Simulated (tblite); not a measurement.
# C2H10OSi3: the cost of one run

The runs use tblite 0.8.0 and PySCF 2.14.0, with density-fitted response routines of our own; the level of theory stands in each step. All values are computed, except where a source is named. Atoms count from 0, in the outputs and in this text.

## 1. Starting geometry

16 atoms, charge 0, multiplicity 1; geometry from: force field or distance geometry start.

Bonds of the start (Å): Si0–O1 1.70, O1–C2 1.35, C2–Si3 1.89, C2–C4 1.51, C4–Si5 1.86, Si5–C2 1.86, Si0–H6 1.47, Si0–H7 1.47, Si0–H8 1.49, Si3–H9 1.46, Si3–H10 1.47, Si3–H11 1.49, C4–H12 1.10, C4–H13 1.13, Si5–H14 1.46, Si5–H15 1.47.

## 2. Geometry optimisation with GFN2-xTB

Job settings and geometry (Å):

```
{"job": {"kind": "relax", "xc": "GFN2-xTB", "basis": "xTB"}, "charge": 0, "multiplicity": 1}
Si     2.109300    -0.598000     0.804000
O      0.482900    -1.088200     0.660200
C     -0.336800    -0.247200    -0.006100
Si    -2.117400    -0.879000    -0.113000
C      0.131700     0.465700    -1.251000
Si    -0.221500     1.604800     0.172100
H      2.327100     0.776600     0.321600
H      2.945300    -1.532100     0.027100
H      2.465500    -0.665300     2.252300
H     -2.323900    -1.603200    -1.362900
H     -3.042000     0.258500    -0.107200
H     -2.439800    -1.740900     1.054700
H      1.201400     0.356400    -1.505200
H     -0.605400     0.444400    -2.101100
H      0.903300     2.103500     0.959100
H     -1.487400     2.353100     0.184200
```

Started as:

```sh
> OMP_NUM_THREADS=1 python probes_run.py task.json out
```

This one command runs all jobs of the session in turn.

**Question.** How long does this first job take on 1 thread of Arm Neoverse N1, shared host, and how much memory does it need?

About 1.7 s, with a peak of 0.18 GiB.
